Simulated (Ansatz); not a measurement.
# TlRh2 (C15 type): how the settings move a relaxation

How sensitive is a relaxation of TlRh2 (C15 type) to its settings? A reference run comes first, then one run with altered input.

Program: Ansatz 0.2.0. Level of theory: reference: DFT, PBE, PAW with Ansatz's default frozen-core files, scalar-relativistic. These are calculated values, not measurements.

## 1. The starting structure

The structure is cubic, space group Fd-3m (No. 227). Conventional cell: a = 7.625 Å, b = 7.625 Å, c = 7.625 Å, α = 90.00°, β = 90.00°, γ = 90.00°. Tl (site symmetry -43m) is surrounded by 12 Rh at 3.16 Å and 4 Tl at 3.30 Å. Around Rh (site symmetry -3m) lie 6 Rh at 2.70 Å and 6 Tl at 3.16 Å.

As a file:

```cif
data_structure
_symmetry_space_group_name_H-M 'P 1'
_symmetry_Int_Tables_number 1
_cell_length_a 5.3918
_cell_length_b 5.3918
_cell_length_c 5.3918
_cell_angle_alpha 60.000
_cell_angle_beta 60.000
_cell_angle_gamma 60.000
_cell_volume 110.84
loop_
_atom_site_label
_atom_site_type_symbol
_atom_site_fract_x
_atom_site_fract_y
_atom_site_fract_z
_atom_site_occupancy
Tl1 Tl 0.12500 0.12500 0.12500 1
Tl2 Tl 0.87500 0.87500 0.87500 1
Rh1 Rh 0.50000 0.50000 0.50000 1
Rh2 Rh 0.50000 0.50000 0.00000 1
Rh3 Rh 0.50000 0.00000 0.50000 1
Rh4 Rh 0.00000 0.50000 0.50000 1
```

## 2. Reference

The input, input.yaml:

```yaml
crystal:
  lattice:
    - [0.0, 3.8125996821, 3.8125996821]
    - [3.8125996821, 0.0, 3.8125996821]
    - [3.8125996821, 3.8125996821, 0.0]
  atoms:
    - { symbol: Tl, position: [0.125, 0.125, 0.125] }
    - { symbol: Tl, position: [-0.125, -0.125, -0.125] }
    - { symbol: Rh, position: [0.5, 0.5, 0.5] }
    - { symbol: Rh, position: [0.5, 0.5, 0.0] }
    - { symbol: Rh, position: [0.5, 0.0, 0.5] }
    - { symbol: Rh, position: [0.0, 0.5, 0.5] }
kpoints:
  mp_grid: { grid: [7, 7, 7] }
scf:
  occupations: { method: fermi_dirac, width: 0.05 }
hamiltonian:
  xc: pbe
  pseudopotentials: { kind: paw }
output:
  forces: true
  stress: true
relax:
  f_tol: 0.005
  max_steps: 50
  cell: {}
```

Launch:

```
> ansatz run input.yaml --threads 2 --pin off --max-ram 5120MiB --backend cpu --events-out ev --progress --plain --runs-dir out
```

## 3. Changing settings: occupations.method methfessel_paxton, occupations.width 0.3

input.yaml: that of step 2 with these lines changed.

```diff
@@ -15,3 +15,3 @@
 scf:
-  occupations: { method: fermi_dirac, width: 0.05 }
+  occupations: { method: methfessel_paxton, width: 0.3 }
 hamiltonian:
```

Before running it: what results should come out? Wanted: for each run, ending; energy change; pressure; gap; force.

The runs gave:

| run | ending | energy change | pressure (GPa) | gap (eV) | force (eV/Å) | cycles | time |
| --- | --- | --- | --- | --- | --- | --- | --- |
| reference | converged | 0 | 0.0 | 0.00 | 0.00 | 30 | 19 s |
| 1: occupations.method methfessel_paxton, occupations.width 0.3 | converged | -0.4 meV/atom (σ→0) | 0.0 | 0.00 | 0.00 | 25 | 17 s |

What this shows: Changing the smearing moves the energy by -0.4 meV/atom (σ→0 values), and the final volume goes from 106.42 to 106.31 Å³. Cost: 25 SCF cycles against 30.
